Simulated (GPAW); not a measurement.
The system is MoSe.

```
CELL_PARAMETERS angstrom
0.00000 2.89288 2.89288
2.89288 0.00000 2.89288
2.89288 2.89288 0.00000
ATOMIC_POSITIONS crystal
Mo 0.00000 0.00000 0.00000
Se 0.50000 0.50000 0.50000
```

The cell was built by a generator and needn't be a form met in nature.

Base run:

```yaml
Program: GPAW 26.7.0
Functional: PBE
Potentials_or_basis: GPAW PAW data sets (gpaw-data 1.2.1)
Cutoff: 600 eV
Basis: pw
k_mesh: 8 × 8 × 8
Occupations: fermi-dirac, width 0.05 eV
Spin: no spin polarisation
Hubbard_terms: Mo d U = 4 eV
```

Its results: band gap on the k mesh none (metal or under the smearing width); pressure -14.0 GPa.

**Question.** After a change of settings the same cell gave: band gap on the k mesh none (metal or under the smearing width); pressure -7.3 GPa. Which change was it?
A. hubbard terms from Mo d U = 4 eV to Mo d U = 5 eV
B. hubbard terms from Mo d U = 4 eV to none
C. hubbard terms from Mo d U = 4 eV to Mo d U = 8 eV

**Answer.** C.

Caveats: U without spin polarisation on a metal has little footing.
